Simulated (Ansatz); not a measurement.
# AlH4NS2: vertical ionisation energy

Aim: the vertical ionisation energy of AlH4NS2, as cation minus neutral at the neutral's geometry, on several levels, and how well −ε(HOMO) stands in for it.

The runs use Ansatz 0.2.0, Gaussian basis; unrestricted cation, the program's frozen cores in correlated methods.

The runs, in order: UKS PBE-D4/def2-TZVPP; UKS r2SCAN-D4/def2-TZVPP; UKS PBE0-D4/def2-TZVPP; UKS B3LYP-D4/def2-TZVPP; UKS wB97X-V/def2-TZVPP; UKS wB97M-V/def2-TZVPP; UKS B2PLYP/def2-TZVPP; UHF-CCSD(T)/def2-TZVPP; UHF-CCSD(T)/def2-QZVPP; extrapolation to the limit; then −ε(HOMO) from the neutral's earlier runs with LDA (SPW92), PBE-D4, revPBE-D4, BLYP-D4, r2SCAN-D4, B97M-V, PBE0-D4, B3LYP-D4, r2SCANh-D4, r2SCAN0-D4, HSE06-D4, BHLYP-D4, CAM-B3LYP-D4, LC-ωPBE, ωB97X-V, ωB97M-V.

### Step 1. Structure used throughout

The geometry comes from an earlier relaxation with PBE0-D4 in a triple-zeta def2 set; it is a stationary point, not always the lowest conformer.

SMILES `[NH2][Al]([SH])[SH]`, 8 atoms, charge 0, spin multiplicity 1.

Atoms are counted from 1 here; the program's logs count them from 0.

Bond lengths: N1–Al2 1.759 Å, N1–H5 1.006 Å, N1–H6 1.007 Å, Al2–S3 2.184 Å, Al2–S4 2.181 Å, S3–H7 1.344 Å, S4–H8 1.344 Å. Angles: Al2–N1–H5 125.4°, Al2–N1–H6 124.2°, H5–N1–H6 110.4°, N1–Al2–S3 122.1°, N1–Al2–S4 119.0°, S3–Al2–S4 118.9°, Al2–S3–H7 93.2°, Al2–S4–H8 92.7°.

### Step 2. Cation, UKS PBE-D4/def2-TZVPP

Input file in.yaml:

```yaml
crystal:
  periodic: [false, false, false]
  atoms:
    - {symbol: N, position_ang: [-0.554729, 1.413586, -0.090028]}
    - {symbol: Al, position_ang: [-0.072314, -0.276722, -0.015360]}
    - {symbol: S, position_ang: [2.015810, -0.878564, 0.205202]}
    - {symbol: S, position_ang: [-1.607170, -1.820899, -0.148275]}
    - {symbol: H, position_ang: [0.070145, 2.201068, -0.048999]}
    - {symbol: H, position_ang: [-1.506936, 1.726316, -0.187173]}
    - {symbol: H, position_ang: [2.456592, 0.390844, 0.249312]}
    - {symbol: H, position_ang: [-0.709299, -2.812830, -0.020480]}
basis:
  gaussian: {orbitals: def2-TZVPP}
total_charge: 1
magnetization: {spin_polarized: true, initial_magnetization: 1}
hamiltonian: {xc: pbe, dispersion: d4}
```

Run with:

```bash
> ansatz run in.yaml --threads 2 --pin off --events-out ev --progress --plain --max-ram 32768MiB --backend cpu
```

After this run come: Cation, UKS r2SCAN-D4/def2-TZVPP; Cation, UKS PBE0-D4/def2-TZVPP; Cation, UKS B3LYP-D4/def2-TZVPP; Cation, UKS wB97X-V/def2-TZVPP; Cation, UKS wB97M-V/def2-TZVPP; Cation, UKS B2PLYP (frozen core)/def2-TZVPP; Cation, UHF-CCSD(T)/def2-TZVPP; Cation, UHF-CCSD(T)/def2-QZVPP.

Q: Predict the results of all the runs planned. Wanted: ionisation energy, CCSD(T)/CBS; nearest functional by difference; nearest −ε(HOMO); −ε(HOMO) of PBE; T1 of the cation.

The runs gave:

```
                        quantity               value
  ionisation energy, CCSD(T)/CBS            10.07 eV
nearest functional by difference  ωB97X-V (-0.23 eV)
                nearest −ε(HOMO)  LC-ωPBE (+0.14 eV)
                 −ε(HOMO) of PBE             6.12 eV
                T1 of the cation               0.049
```

What this shows: Energy differences with functionals land within 1.14 eV of the reference. The PBE orbital energy is 4.0 eV too small: a semilocal HOMO is no ionisation energy. Among orbital estimates LC-ωPBE comes nearest. Hartree-Fock falls 1.42 eV short, as the neutral has more correlation energy than the cation. The cation's T1 (from the report) is 0.049, above the customary mark of 0.045 for open shells, so the coupled-cluster value is less safe.
